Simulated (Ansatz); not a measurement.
# BGeH3O: ionisation energy by level of theory

One table from this session's results is given with a row withheld; the runs are named, their logs left out.

The runs use Ansatz 0.2.0, Gaussian basis; unrestricted cation, the program's frozen cores in correlated methods.

Levels to be run: UKS PBE-D4/def2-TZVPP; UKS r2SCAN-D4/def2-TZVPP; UKS PBE0-D4/def2-TZVPP; UKS B3LYP-D4/def2-TZVPP; UKS wB97X-V/def2-TZVPP; UKS wB97M-V/def2-TZVPP; UKS B2PLYP/def2-TZVPP; UHF-CCSD(T)/def2-TZVPP; UHF-MP2/def2-QZVPP; extrapolation to the limit; then −ε(HOMO) from the neutral's earlier runs with LDA (SPW92), PBE-D4, revPBE-D4, BLYP-D4, r2SCAN-D4, B97M-V, PBE0-D4, B3LYP-D4, r2SCANh-D4, r2SCAN0-D4, HSE06-D4, BHLYP-D4, CAM-B3LYP-D4, LC-ωPBE, ωB97X-V, ωB97M-V.

## The geometry

The geometry comes from an earlier relaxation with PBE0-D4 in a triple-zeta def2 set; it is a stationary point.

SMILES `[BH]1[O][GeH2]1`, 6 atoms, charge 0, spin multiplicity 1.

Atoms are counted from 1 here; the program's logs count them from 0.

Bond lengths: B1–O2 1.296 Å, B1–Ge3 2.012 Å, B1–H4 1.190 Å, O2–Ge3 1.988 Å, Ge3–H5 1.538 Å, Ge3–H6 1.538 Å. Angles: O2–B1–Ge3 70.1°, O2–B1–H4 138.6°, Ge3–B1–H4 151.4°, B1–O2–Ge3 72.1°, B1–Ge3–O2 37.8°, B1–Ge3–H5 120.7°, B1–Ge3–H6 120.7°, O2–Ge3–H5 103.5°, O2–Ge3–H6 103.5°, H5–Ge3–H6 108.9°.

Set-up of the first run:

in.yaml reads:

```yaml
crystal:
  periodic: [false, false, false]
  atoms:
    - {symbol: B, position_ang: [-0.518277, -1.049475, -0.273493]}
    - {symbol: O, position_ang: [0.613081, -0.992536, 0.356370]}
    - {symbol: Ge, position_ang: [0.028378, 0.870209, -0.018976]}
    - {symbol: H, position_ang: [-1.275373, -1.875261, -0.674207]}
    - {symbol: H, position_ang: [1.206653, 1.462780, -0.810278]}
    - {symbol: H, position_ang: [-0.012362, 1.520284, 1.374386]}
basis:
  gaussian: {orbitals: def2-TZVPP}
total_charge: 1
magnetization: {spin_polarized: true, initial_magnetization: 1}
hamiltonian: {xc: pbe, dispersion: d4}
```

Launch:

```bash
> ansatz run in.yaml --threads 2 --pin off --events-out ev --progress --plain --max-ram 4352MiB
```

Steps of the session up to this table: Cation, UKS PBE-D4/def2-TZVPP; Cation, UKS r2SCAN-D4/def2-TZVPP; Cation, UKS PBE0-D4/def2-TZVPP; Cation, UKS B3LYP-D4/def2-TZVPP; Cation, UKS wB97X-V/def2-TZVPP; Cation, UKS wB97M-V/def2-TZVPP; Cation, UKS B2PLYP (frozen core)/def2-TZVPP; Cation, UHF-CCSD(T)/def2-TZVPP; Cation, UHF-MP2/def2-QZVPP.

One of the session's tables, all rows but one given; the rest of the session is left out.

Orbital estimates, from the neutral's runs:

| functional | −ε(HOMO) (eV) |
| --- | --- |
| LDA (SPW92) | 6.13 |
| PBE-D4 | 5.98 |
| revPBE-D4 | 5.92 |
| BLYP-D4 | 5.86 |
| r2SCAN-D4 | 6.20 |
| B97M-V | 6.21 |
| PBE0-D4 | 7.03 |
| B3LYP-D4 | 6.86 |
| r2SCANh-D4 | 6.59 |
| r2SCAN0-D4 | ? |
| HSE06-D4 | 6.63 |
| BHLYP-D4 | 7.99 |
| CAM-B3LYP-D4 | 8.30 |
| LC-ωPBE | 9.53 |
| ωB97X-V | 9.22 |
| ωB97M-V | 9.10 |

Estimate the missing values for r2SCAN0-D4.

Worked estimate for «−ε(HOMO) (eV)». Against the share of exact exchange, r2SCAN-D4 (0, 6.20), r2SCANh-D4 (0.1, 6.59) give a slope of 3.90 per unit share; at 0.25 the line stands at 7.17.

The run gave: −ε(HOMO) (eV): 7.18. In «−ε(HOMO) (eV)» the line misses by -0.01.
